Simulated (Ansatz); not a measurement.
**MnAs (P6_3/mmc): energies of magnetic orders**

One table from this session's results is given with a row withheld; the runs are named, their logs left out.

The COD entry's cell or inner coordinates are ideal or old and differ from later refinements, so a difference from it is no clean test against experiment.

Program: Ansatz 0.2.0. Level of theory: DFT r²SCAN, scalar-relativistic, plane waves, PAW. These are calculated values, not measurements.

## The starting structure

It takes space group P6_3/mmc (No. 194, hexagonal). Conventional cell: a = 3.748 Å, b = 3.748 Å, c = 5.716 Å, α = 90.00°, β = 90.00°, γ = 120.00°. Mn (site symmetry -3m) has 6 As at 2.59 Å and 2 Mn at 2.86 Å as nearest neighbours. As (site symmetry -6m2) is surrounded by 6 Mn at 2.59 Å.

Structure file:

```
Mn As
1.0
     3.74813    0.00000    0.00000
    -1.87406    3.24597    0.00000
     0.00000    0.00000    5.71626
Mn As
2 2
Direct
  0.00000 0.00000 0.00000
  0.00000 0.00000 0.50000
  0.33333 0.66667 0.25000
  0.66667 0.33333 0.75000
```

This cell comes from an earlier session at r²SCAN: 17.386 Å³/atom at -0.01 GPa, on a 12×12×8 mesh.

The first run:

Input file input.yaml:

```yaml
crystal:
  lattice:
    - [3.7481282051, 0.0, 0.0]
    - [-1.8740641025, 3.2459742422, 0.0]
    - [0.0, 0.0, 5.7162631663]
  atoms:
    - { symbol: Mn, position: [0.0, 0.0, 0.0], spin: 3.5 }
    - { symbol: Mn, position: [0.0, 0.0, 0.5], spin: -3.5 }
    - { symbol: As, position: [0.3333333333, 0.6666666667, 0.25] }
    - { symbol: As, position: [0.6666666667, 0.3333333333, 0.75] }
basis:
  ecutwfc: 500
  ecutrho_ratio: 4
kpoints:
  mp_grid: { grid: [12, 12, 8] }
hamiltonian:
  xc: r2scan
scf:
  occupations: { method: gaussian, width: 0.05 }
  lower_state_search: "off"
output:
  forces: true
  stress: true
  eigenvalues: true
  populations: true
magnetization:
  spin_polarized: true
```

The run is started by

```sh
ansatz run input.yaml --threads 4 --pin off --max-ram 10240MiB --backend cpu --events-out ev --progress --plain --runs-dir out
```

Among the steps run: Antiferromagnetic, in the cell as typed; Ferromagnetic, larger cell; Antiferromagnetic, propagation vector (0, 0, 1/2); No spin polarisation.

One table of the session follows, with a row left open; its other results are not shown here.

It belongs to the step «The orders side by side». 

```
                                            order  above the lowest (meV/atom)  largest moment (μB)  pressure (GPa)
                                    ferromagnetic                          0.0                 3.74             0.0
          antiferromagnetic, in the cell as typed                         80.6                 3.59            -2.5
antiferromagnetic, propagation vector (0, 0, 1/2)                            ?                    ?               ?
                             no spin polarisation                        957.7                 0.00           -23.2
```

Q: Estimate the row for antiferromagnetic, propagation vector (0, 0, 1/2) from the others.

As computed: above the lowest (meV/atom): 35.2; largest moment (μB): 3.65; pressure (GPa): -1.7. In the column «above the lowest (meV/atom)» it lies between ferromagnetic (0.0) and antiferromagnetic, in the cell as typed (80.6).

The first row is the run of the earlier session that started with parallel moments (-4384.7367 eV/atom).

To keep in mind: Only these orders were tried, at zero temperature; the one found in experiment may not be among them. Warnings in the runs' records: stability check not made.
